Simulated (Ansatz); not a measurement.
# MgCd3Se4: the cost of one run

Computed with Ansatz 0.2.0 (DFT PBE, scalar-relativistic, plane waves, PAW, unless a step's input says otherwise).

## (1) The structure to begin with

The structure is tetragonal, space group P4/mmm (No. 123). The conventional cell has a = 4.149 Å, b = 4.149 Å, c = 11.735 Å, α = 90.00°, β = 90.00°, γ = 90.00°. Mg (site symmetry 4/mmm) has 6 Se at 2.93 Å as nearest neighbours. Cd (site symmetry 4mm) is surrounded by 6 Se at 2.93 Å. Around Cd (site symmetry 4/mmm) lie 6 Se at 2.93 Å. Se (site symmetry 4mm) has 5 Cd at 2.93 Å and 1 Mg at 2.93 Å as nearest neighbours. Around Se (site symmetry 4/mmm) lie 6 Cd at 2.93 Å. Around Se (site symmetry 4/mmm) lie 4 Mg at 2.93 Å and 2 Cd at 2.93 Å.

Structure file:

```
CELL_PARAMETERS angstrom
4.14906 0.00000 0.00000
0.00000 4.14906 0.00000
0.00000 0.00000 11.73531
ATOMIC_POSITIONS crystal
Mg 0.00000 0.00000 0.00000
Cd 0.50000 0.50000 0.25000
Cd 0.00000 0.00000 0.50000
Cd 0.50000 0.50000 0.75000
Se 0.00000 0.00000 0.25000
Se 0.50000 0.50000 0.50000
Se 0.00000 0.00000 0.75000
Se 0.50000 0.50000 0.00000
```

The start is an ordering of an alloy on its end members' structure types: elements ordered on the sites of the MgSe type, Cd/Mg on Mg (P4/mmm, No. 123).

## (2) Probe: one point on a coarse mesh

input.yaml

```yaml
crystal:
  lattice:
    - [4.14905936, 0.0, 0.0]
    - [0.0, 4.14905936, 0.0]
    - [0.0, 0.0, 11.73531204]
  atoms:
    - { symbol: Mg, position: [0.0, 0.0, 0.0] }
    - { symbol: Cd, position: [0.5, 0.5, 0.25] }
    - { symbol: Cd, position: [0.0, 0.0, 0.5] }
    - { symbol: Cd, position: [0.5, 0.5, 0.75] }
    - { symbol: Se, position: [0.0, 0.0, 0.25] }
    - { symbol: Se, position: [0.5, 0.5, 0.5] }
    - { symbol: Se, position: [0.0, 0.0, 0.75] }
    - { symbol: Se, position: [0.5, 0.5, 0.0] }
basis:
  ecutwfc: 420
kpoints:
  mp_grid: { grid: [4, 4, 2] }
hamiltonian:
  xc: pbe
scf:
  occupations: { method: gaussian, width: 0.1 }
  lower_state_search: "off"
output:
  forces: true
  stress: true
  eigenvalues: true
```

Started as:

```console
$ ansatz run input.yaml --threads 1 --pin off --max-ram 2560MiB --backend cpu --events-out ev --progress --plain --runs-dir out
```

**Question.** How long does this run take on 1 thread of Arm Neoverse V1, shared host, and how much memory does it need?

About 9.7 s, with a peak of 0.5 GiB.
